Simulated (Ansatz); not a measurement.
# Si4BW: a closer look at a trial structure

Aim: for this structure of Si4BW, see whether it has a gap, which orbitals make up the states near it and how charge is shared.

Program: Ansatz 0.2.0. Level of theory: DFT PBE, scalar-relativistic, plane waves, PAW. These are calculated values, not measurements.

1 further run of the same task is left out (it didn't finish).

**1. The starting structure**

The structure is hexagonal, space group P6/mmm (No. 191). The conventional cell has a = 4.404 Å, b = 4.404 Å, c = 4.740 Å, α = 90.00°, β = 90.00°, γ = 120.00°. Si (site symmetry 3m) is surrounded by 5 Si at 2.36 to 2.54 Å. Around B (site symmetry 6/mmm) lie 2 W at 2.37 Å. Around W (site symmetry 6/mmm) lie 2 B at 2.37 Å.

Coordinates:

```cif
data_structure
_symmetry_space_group_name_H-M 'P6/mmm'
_symmetry_Int_Tables_number 191
_cell_length_a 4.4045
_cell_length_b 4.4045
_cell_length_c 4.7403
_cell_angle_alpha 90.000
_cell_angle_beta 90.000
_cell_angle_gamma 120.000
_cell_volume 79.64
loop_
_atom_site_label
_atom_site_type_symbol
_atom_site_symmetry_multiplicity
_atom_site_Wyckoff_symbol
_atom_site_fract_x
_atom_site_fract_y
_atom_site_fract_z
_atom_site_occupancy
Si1 Si 4 h 0.33333 0.66667 0.25061 1
B1 B 1 b 0.00000 0.00000 0.50000 1
W1 W 1 a 0.00000 0.00000 0.00000 1
```

The cell was relaxed beforehand at this level, from a generated guess; it needn't be the stable form of this composition. At a tolerance of 0.05 Å it has space group P6/mmm (No. 191); it has 13.27 Å³/atom, an uncorrected energy of +0.56 eV/atom over the elements.

**2. Static run: bands, density of states and charges**

input.yaml

```yaml
crystal:
  lattice:
    - [4.4044855821, 0.0, 0.0]
    - [-2.202242791, 3.8143964047, 0.0]
    - [0.0, 0.0, 4.7402819024]
  atoms:
    - { symbol: Si, position: [0.3333333333, 0.6666666667, 0.2506100355] }
    - { symbol: Si, position: [0.3333333333, 0.6666666667, 0.7493899645] }
    - { symbol: Si, position: [0.6666666667, 0.3333333333, 0.7493899645] }
    - { symbol: Si, position: [0.6666666667, 0.3333333333, 0.2506100355] }
    - { symbol: B, position: [0.0, 0.0, 0.5] }
    - { symbol: W, position: [0.0, 0.0, 0.0] }
basis:
  ecutwfc: 420
kpoints:
  mp_grid: { grid: [12, 12, 8] }
  band_path:
    path:
      - [[0.0, 0.0, 0.0], [0.5, 0.0, 0.0], [0.33333333, 0.33333333, 0.0], [0.0, 0.0, 0.0], [0.0, 0.0, 0.5], [0.5, 0.0, 0.5], [0.33333333, 0.33333333, 0.5], [0.0, 0.0, 0.5]]
      - [[0.5, 0.0, 0.5], [0.5, 0.0, 0.0]]
      - [[0.33333333, 0.33333333, 0.5], [0.33333333, 0.33333333, 0.0]]
    npoints: 14
hamiltonian:
  xc: pbe
scf:
  occupations: { method: gaussian, width: 0.1 }
  n_extra_bands: 15
output:
  forces: true
  stress: true
  eigenvalues: true
  populations: true
  dos: { projected: true, de: 0.02, nscf_kmesh: { grid: [15, 15, 10] } }
  bader: true
```

Run with:

```sh
ansatz run input.yaml --threads 1 --pin off --max-ram 2560MiB --backend cpu --events-out ev --progress --plain --runs-dir out
```

Output, shortened:

```text
Warning: RAYON_NUM_THREADS=1 ignored (pool sized by the plan → 1); use --threads N
scf.n_extra_bands = 15 over 17 filled bands (N_el = 33.0): the run solves 32 bands
[...]
Pseudopotentials: kind: paw
Pseudopotential: Si, paw, valence charge 4, recommended cutoff 420 eV (normal), Si.paw.azcp
Pseudopotential: B, paw, valence charge 3, recommended cutoff 420 eV (normal), B.paw.azcp
Pseudopotential: W, paw, valence charge 14, recommended cutoff 420 eV (normal), W.paw.azcp
Functional definition: PBE
[...]
Crystal: 6 atoms, lattice volume = 79.639 Å³
Basis set: ecut = 420 eV, 1545 PW (Γ), exchange–correlation on 60×60×64 points (8 copies of the dense FFT grid, shifted against one another)
Bands: 32, of which v1, the nominal top of the filled ones, is band 17 counted from 1 (16 counted from 0)
Symmetry: 24 space group operations
Space group: P6/mmm (ITA 191), of the structure as read, at distance tolerance 4.3e-5 Å
k-points: 95 of 1152
[...]
SCF iter   1: F=—  HF=-13080.627656 eV  |F-HF|=—  |Δ(HF+E_count)|=         —  Δρ=9.50e-3  dr2=1.16e-1  ethr=1.77e-3  ⟨swp⟩=5.2  Hψ=14869  notcnv=0  defer=147
[...]
SCF iter   6: F=-13080.602476 eV  HF=-13080.602477 eV  |F-HF|=2.45e-9  |Δ(HF+E_count)|=   1.71e-8  Δρ=3.11e-6  dr2=7.41e-9  ethr=3.03e-10  ⟨swp⟩=9.5  Hψ=16467  notcnv=0
[...]
NSCF: frozen V_eff on 129 k-points
NSCF: frozen V_eff on 162 k-points
SCF converged after 6 iterations
Free energy (F): -13080.602476 eV
[...]
E sigma→0 (E₀):  -13080.598538 eV
Entropy (-TS):   -0.007878 eV (-1.313 meV/atom)
Fermi energy:    13.296241 eV
[...]
--- Forces (eV/Å), atoms counted from 1 ---
  atom   1  Si    -0.00000000    -0.00000000    -0.00003560
  atom   2  Si    -0.00000000    -0.00000000     0.00003560
  atom   3  Si    -0.00000000     0.00000000     0.00003560
  atom   4  Si     0.00000000     0.00000000    -0.00003560
  atom   5  B     -0.00000000    -0.00000000     0.00000000
  atom   6  W      0.00000000     0.00000000     0.00000000
[...]
--- Stress (GPa, compression-positive) ---
       -0.015456       0.000000       0.000000
        0.000000      -0.015456       0.000000
        0.000000       0.000000       0.015764
  P = ⅓ Tr σ = -0.0050 GPa (-0.050 kbar)
--- Band table (eV; the first three rows and the last of 95) ---
[...]
--- Löwdin populations: 6 sites ---
  site symbol       q [e]
     0     Si      3.8938
     1     Si      3.8938
     2     Si      3.8938
     3     Si      3.8938
     4      B      3.4121
     5      W     13.5973
  spilling = 0.012591 (of n_electrons = 33.000000)
--- Bader charges: 6 sites ---
  site symbol  charge [e]  shift [e]
     0     Si     -0.0583     0.0000
     1     Si     -0.0583     0.0000
     2     Si     -0.0583     0.0000
     3     Si     -0.0583     0.0000
     4      B     -0.3477     0.0002
     5      W      0.5810     0.0002
  estimated error of the sums over rays = 8.8e-4 e
```

Wall time 1.9 min (1 thread of AMD EPYC (Zen 3), shared host); peak memory 0.55 GiB.

Site by site:

| atom | Löwdin electrons | Bader charge (e) | Bader volume (Å³) |
| --- | --- | --- | --- |
| Si1 | 3.89 | -0.06 | 13.5 |
| Si2 | 3.89 | -0.06 | 13.5 |
| Si3 | 3.89 | -0.06 | 13.5 |
| Si4 | 3.89 | -0.06 | 13.5 |
| B5 | 3.41 | -0.35 | 10.6 |
| W6 | 13.60 | +0.58 | 15.0 |

The Löwdin counts miss 0.42 of the 33 electrons, which the atomic orbitals do not span, so they are no charges.

From bands.tsv, the levels nearest the Fermi level at the path's corners, in eV from the Fermi level:

```
point  band 13  band 14  band 15  band 16  band 17  band 18  band 19  band 20
    Γ    -3.23    -2.21    -2.21    -1.51    -0.24    -0.24     0.45     0.45
    M    -3.50    -2.60    -1.70    -0.39     0.13     1.85     1.98     2.10
    K    -3.58    -2.02    -2.02     0.60     1.04     1.04     1.11     1.11
    Γ    -3.23    -2.21    -2.21    -1.51    -0.24    -0.24     0.45     0.45
    A    -4.28    -3.26    -3.25    -3.25     0.00     0.01     0.01     1.90
    L    -2.35    -1.56    -1.45     0.85     1.03     1.23     2.25     2.39
    H    -2.06    -1.75    -1.75    -0.76     1.22     1.22     2.07     2.07
    A    -4.28    -3.26    -3.25    -3.25     0.00     0.01     0.01     1.90
    L    -2.35    -1.56    -1.45     0.85     1.03     1.23     2.25     2.39
    M    -3.50    -2.60    -1.70    -0.39     0.13     1.85     1.98     2.10
    H    -2.06    -1.75    -1.75    -0.76     1.22     1.22     2.07     2.07
    K    -3.58    -2.02    -2.02     0.60     1.04     1.04     1.11     1.11
```

Counts of states by energy window (eV from the Fermi level), total and by projection:

| from | to | total | Si 3s | Si 3p | B 2p | W 5d |
| --- | --- | --- | --- | --- | --- | --- |
| -8 | -7 | 1.62 | 0.49 | 0.59 | 0.10 | 0.22 |
| -7 | -6 | 1.67 | 0.27 | 0.85 | 0.16 | 0.21 |
| -6 | -5 | 2.17 | 0.27 | 1.12 | 0.22 | 0.33 |
| -5 | -4 | 2.37 | 0.27 | 1.09 | 0.31 | 0.48 |
| -4 | -3 | 2.71 | 0.24 | 1.26 | 0.36 | 0.69 |
| -3 | -2 | 2.91 | 0.26 | 1.20 | 0.17 | 0.98 |
| -2 | -1 | 2.75 | 0.11 | 1.03 | 0.13 | 1.27 |
| -1 | 0 | 2.44 | 0.40 | 0.95 | 0.26 | 0.55 |
| 0 | 1 | 2.72 | 0.41 | 0.75 | 0.43 | 0.74 |
| 1 | 2 | 3.43 | 0.45 | 0.84 | 0.73 | 0.95 |
| 2 | 3 | 3.71 | 0.35 | 1.05 | 0.76 | 1.01 |
| 3 | 4 | 2.97 | 0.20 | 1.03 | 0.39 | 0.69 |
| 4 | 5 | 2.24 | 0.24 | 0.86 | 0.22 | 0.31 |
| 5 | 6 | 2.43 | 0.32 | 1.01 | 0.22 | 0.22 |

A further 14 or so states lie below the table's range.

**3. A further run, with the input changed**

input.yaml

```yaml
crystal:
  lattice:
    - [4.4044855821, 0.0, 0.0]
    - [-2.202242791, 3.8143964047, 0.0]
    - [0.0, 0.0, 4.7402819024]
  atoms:
    - { symbol: Si, position: [0.3333333333, 0.6666666667, 0.2506100355] }
    - { symbol: Si, position: [0.3333333333, 0.6666666667, 0.7493899645] }
    - { symbol: Si, position: [0.6666666667, 0.3333333333, 0.7493899645] }
    - { symbol: Si, position: [0.6666666667, 0.3333333333, 0.2506100355] }
    - { symbol: B, position: [0.0, 0.0, 0.5] }
    - { symbol: W, position: [0.0, 0.0, 0.0] }
  symmetry: { detect: false }
basis:
  ecutwfc: 420
kpoints:
  mp_grid: { grid: [12, 12, 8], shift: [0.5, 0.5, 0.5] }
hamiltonian:
  xc: pbe
scf:
  occupations: { method: gaussian, width: 0.1 }
  convergence: { dr2_threshold: 0.0001 }
output:
  forces: true
  eigenvalues: true
  stress: true
```

Run with:

```sh
ansatz run input.yaml --threads 1 --pin off --max-ram 2560MiB --backend cpu --events-out ev --progress --plain --runs-dir out
```

Output, shortened:

```text
Warning: scf.convergence.dr2_threshold = 1e-4 eV is looser than this run's default, which is 1e-7 eV or tighter. The error in the forces grows as the threshold's square root, so leave the key out unless less accurate forces are enough
Warning: output.stress: scf.convergence.dr2_threshold = 1e-4 eV is looser than the 6e-10 eV advised for a printed stress (1e-10 eV for each atom of the cell: 6). What an SCF threshold leaves in a stress goes as its square root, and in the free energy as the threshold itself, and one [...]
Warning: RAYON_NUM_THREADS=1 ignored (pool sized by the plan → 1); use --threads N
[...]
Pseudopotentials: kind: paw
Pseudopotential: Si, paw, valence charge 4, recommended cutoff 420 eV (normal), Si.paw.azcp
Pseudopotential: B, paw, valence charge 3, recommended cutoff 420 eV (normal), B.paw.azcp
Pseudopotential: W, paw, valence charge 14, recommended cutoff 420 eV (normal), W.paw.azcp
Functional definition: PBE
[...]
Crystal: 6 atoms, lattice volume = 79.639 Å³
Basis set: ecut = 420 eV, 1545 PW (Γ), exchange–correlation on 60×60×64 points (8 copies of the dense FFT grid, shifted against one another)
Bands: 23, of which v1, the nominal top of the filled ones, is band 17 counted from 1 (16 counted from 0)
Symmetry: 1 space group operations
k-points: 576 of 1152 (time reversal used)
[...]
SCF iter   1: F=—  HF=-13080.614493 eV  |F-HF|=—  |Δ(HF+E_count)|=         —  Δρ=9.73e-3  dr2=1.24e-1  ethr=1.77e-3  ⟨swp⟩=6.6  Hψ=72562  notcnv=0
[...]
SCF iter   6: F=-13080.588855 eV  HF=-13080.588855 eV  |F-HF|=1.83e-8  |Δ(HF+E_count)|=   4.78e-8  Δρ=8.27e-6  dr2=5.74e-8  ethr=5.55e-9  ⟨swp⟩=5.0  Hψ=52840  notcnv=0
[...]
SCF converged after 6 iterations
Free energy (F): -13080.588855 eV
[...]
E sigma→0 (E₀):  -13080.583458 eV
Entropy (-TS):   -0.010794 eV (-1.799 meV/atom)
Fermi energy:    13.276236 eV
[...]
--- Forces (eV/Å), atoms counted from 1 ---
  atom   1  Si    -0.00596238     0.00344239     0.06012361
  atom   2  Si    -0.00596242     0.00344240    -0.06012364
  atom   3  Si     0.00596239    -0.00344237    -0.06012361
  atom   4  Si     0.00596237    -0.00344242     0.06012361
  atom   5  B      0.00000000     0.00000004     0.00000001
  atom   6  W      0.00000004     0.00000011     0.00000004
[...]
--- Stress (GPa, compression-positive) ---
       -0.150376      -0.069900      -0.000000
       -0.069900      -0.231089      -0.000000
       -0.000000      -0.000000       0.277524
  P = ⅓ Tr σ = -0.0346 GPa (-0.346 kbar)
--- Band table (eV; the first three rows and the last of 576) ---
[... band rows left out ...]
[...]
```

Wall time 2.1 min (1 thread of AMD EPYC (Zen 3), shared host); peak memory 1.1 GiB.

**4. Can this result be trusted?**

This run ends as converged, with warnings (force scf threshold loose, stress scf threshold loose). Its log warns: «scf.convergence.dr2_threshold = 1e-4 eV is looser than this run's default, which is 1e-7 eV or tighter. The error in the forces grows as the threshold's square root ...»

The threshold asked is loose, but the program put off the close and ended at dr2 = 5.7e-8, so little accuracy was lost here.

To undo it: delete scf.convergence.dr2_threshold (the default then holds).

| run | ending | energy change | pressure (GPa) | gap (eV) | force (eV/Å) | cycles | time |
| --- | --- | --- | --- | --- | --- | --- | --- |
| step 2 | converged | 0 | 0.0 | 0.00 | 0.00 | 6 | 1.9 min |
| altered | converged | +2.3 meV/atom | 0.0 | 0.00 | 0.06 | 6 | 2.1 min |

Changing the use of symmetry, k-point mesh and convergence setting moves the energy by +2.3 meV/atom, and the largest force goes from 0.00 to 0.06 eV/Å. Sampling errors of the energy have no fixed sign. Of the settings changed, the mesh is the one that moves energies this far.

**5. Outcome**

| quantity | value |
| --- | --- |
| gap | none (metal) |
| states at the Fermi level | 1.95 per eV per cell |
| Bader charges | Si -0.06, B -0.35, W +0.58 e |

In words: It comes out metallic. Of the projected weight within 0.25 eV of the Fermi level, the largest part is Si 3p (39 %) and W 5d (25 %). Bader charges reach 0.6 e, so charge transfer in this metal is moderate. These runs have no spin-orbit coupling; with W it would split and shift bands.
